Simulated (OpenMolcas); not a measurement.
**Eu⁴⁺: CASSCF and CASPT2 terms and fine-structure levels**

Which level of Eu⁴⁺ lies lowest, and where do the others fall? The reference wave functions come first, then spin-orbit coupling, then second-order correlation under several settings.

Method: state-averaged CASSCF and CASPT2, spin-orbit coupling by RASSI with atomic mean-field integrals. Code: OpenMolcas 26.06.

## Step 1: The system

```
Species                           : Eu⁴⁺ (europium, Z = 63, 59 electrons)
Basis                             : ANO-R3 [9s8p6d5f3g1h], 136 functions
Scalar Hamiltonian                : X2C, finite nucleus
Inactive shells                   : 1s 2s 2p 3s 3p 3d 4s 4p 4d 5s 5p
Active space                      : 5 electrons in 7 orbitals (4f)
Some configurations of this space : 4f⁵
Orbitals                          : optimised for the highest spin of each parity, averaged over all roots
```

The outer shells:

4f5
```
4f [↑ ][↑ ][↑ ][↑ ][↑ ][  ][  ]
```

Each step is its own input file, run in one work folder so that later steps find the files of earlier ones. Labels, J, g values, rates, χT and fits are worked out afterwards by a script from the matrices that RASSI stores.

## Step 2: Basis and integrals

a.inp reads:

```
&GATEWAY
Coord
1

Eu 0.0 0.0 0.0
Basis=ANO-R3
Group=XYZ
NoMove
AngMom=0.0 0.0 0.0
AMFI
&SEWARD
```

On the command line:

```sh
> OMP_NUM_THREADS=1 MOLCAS_MEM=2252 MOLCAS_PROJECT=a pymolcas a.inp > a.log
```

## Step 3: Reference wave functions, sextets of odd parity, 21 roots

a.inp reads:

```
&RASSCF
FileOrb=start.orb
Symmetry=2
Spin=6
nActEl=5 0 0
Inactive=15 12
Ras2=0 7
CIRoot=21 21 1
SDav=21
CIMx=300
Iter=120 100
PrWF=0.3
OrbListing=Nothing
MaxOrb=0
Atom
>>> COPY $Project.JobIph JOB001
```

start.orb holds the contracted functions of the basis, ordered by shell, or the orbitals of the step before.

## Step 4: CASSCF: quartets of odd parity, 132 roots

a.inp reads:

```
&RASSCF
FileOrb=start.orb
Symmetry=2
Spin=4
nActEl=5 0 0
Inactive=15 12
Ras2=0 7
CIRoot=132 132 1
SDav=224
CIMx=300
Iter=120 100
PrWF=0.3
OrbListing=Nothing
MaxOrb=0
Atom
CIOnly
>>> COPY $Project.JobIph JOB002
```

## Step 5: RASSI: spin-orbit coupling between the states

a.inp reads:

```
&RASSI
NrOfJobIphs=2 18 13
1 2 3 4 5 6 7 8 9 10 11 12 13 14 15 16 17 18
1 2 3 4 5 6 7 8 9 10 11 12 13
IphNames
JOB001
JOB002
EJob
SpinOrbit
DIPRint=1.0
SOCoupling=1000.0
Subsets=2
MEES
Property=10
'ANGMOM' 1 'ANGMOM' 2 'ANGMOM' 3 'MLTPL  1' 1 'MLTPL  1' 2 'MLTPL  1' 3
'AMFI' 1 'AMFI' 2 'AMFI' 3 'MLTPL  2' 6
SOProperty=3
'ANGMOM' 1 'ANGMOM' 2 'ANGMOM' 3
```

## Step 6: CASPT2: IPEA 0, sigma2 regulariser 0.2 (closed shells correlated: 4d 5s 5p)

a.inp reads:

```
>>> COPY JOB001 $Project.JobIph
&CASPT2
Multistate=18 1 2 3 4 5 6 7 8 9 10 11 12 13 14 15 16 17 18
NoMult
Frozen=9 9
IPEA=0.0
Sig2=0.2
MaxIter=60
WThr=0.0 0.3 0.05
PrWF=0.5
NoMix
>>> COPY JOB002 $Project.JobIph
&CASPT2
Multistate=13 1 2 3 4 5 6 7 8 9 10 11 12 13
NoMult
Frozen=9 9
IPEA=0.0
Sig2=0.2
MaxIter=60
WThr=0.0 0.3 0.05
PrWF=0.5
NoMix
```

## Step 7: CASPT2: IPEA 0.4, imaginary shift 0.05 (closed shells correlated: 5s 5p)

a.inp reads:

```
>>> COPY JOB001 $Project.JobIph
&CASPT2
Multistate=18 1 2 3 4 5 6 7 8 9 10 11 12 13 14 15 16 17 18
Frozen=14 9
IPEA=0.4
Imaginary=0.05
MaxIter=60
WThr=0.0 0.3 0.05
PrWF=0.5
NoMix
>>> COPY JOB002 $Project.JobIph
&CASPT2
Multistate=13 1 2 3 4 5 6 7 8 9 10 11 12 13
Frozen=14 9
IPEA=0.4
Imaginary=0.05
MaxIter=60
WThr=0.0 0.3 0.05
PrWF=0.5
NoMix
```

## Step 8: CASPT2: IPEA 0.6 (closed shells correlated: none)

a.inp reads:

```
>>> COPY JOB001 $Project.JobIph
&CASPT2
Multistate=18 1 2 3 4 5 6 7 8 9 10 11 12 13 14 15 16 17 18
Frozen=15 12
IPEA=0.6
MaxIter=60
WThr=0.0 0.3 0.05
PrWF=0.5
NoMix
>>> COPY JOB002 $Project.JobIph
&CASPT2
Multistate=13 1 2 3 4 5 6 7 8 9 10 11 12 13
Frozen=15 12
IPEA=0.6
MaxIter=60
WThr=0.0 0.3 0.05
PrWF=0.5
NoMix
```

(Steps that only read results are left out.)

Q: Predict the outcome of this session. Wanted: lowest level; first excited level; lowest level of another term; spin-orbit lowering of the lowest level; strongest of the lines computed, by gA.

The runs gave:

| quantity | value |
| --- | --- |
| method | SS-CASPT2, IPEA 0, sigma2 regulariser 0.2 (closed shells correlated: 4d 5s 5p) |
| lowest level | 4f⁵ ⁶H°_5/2, 100 % of that term, g = 0.284 |
| ground level listed by NIST | 6H°5/2 |
| first excited level | 4f⁵ ⁶H°_7/2 at 0.1339 eV |
| lowest level of another term | 4f⁵ ⁶F°_1/2 at 0.863 eV |
| spin-orbit lowering of the lowest level | 0.5740 eV |
| strongest of the lines computed, by gA (one parity, so forbidden lines), at SS-CASPT2 energies | 4f⁵ ⁶H°_13/2 → 4f⁵ ⁶H°_11/2, 5889 nm, A = 3.90e-01 s⁻¹ |

What each method costs and misses:

```tsv
method	time of its own steps	time with the reference	mean absolute difference from method B (cm-1)
A. CASSCF	62 s	62 s	1000
B. SS-CASPT2, IPEA 0, sigma2 regulariser 0.2, +4d 5s 5p	1.8 min	2.9 min	0
C. SS-CASPT2, IPEA 0.4, imaginary shift 0.05, +5s 5p	72 s	2.2 min	340
D. SS-CASPT2, IPEA 0.6, +none	40 s	1.7 min	710
```

Times are of one thread on a shared host.

**Reading.** The multiplet ⁶H° is regular; its intervals divided by the larger J differ by 25 % of their mean, where Landé's rule for pure LS coupling makes them equal. Second-order correlation (method B) scales the levels of the lowest configuration above 5000 cm⁻¹ by 0.78 to 0.99. Only the configurations of the active space and the roots asked for are present. The quartets rest on orbitals optimised for another spin in at least one step, which raises them against the optimised states. Not all states of the active space went into the spin-orbit step. CASPT2 does not keep the components of a term degenerate, and the means are used. High states of lower spin are left out of the spin-orbit mixing. Only valence configurations of the active space appear, up to the ionisation limit; * or ° marks odd parity.
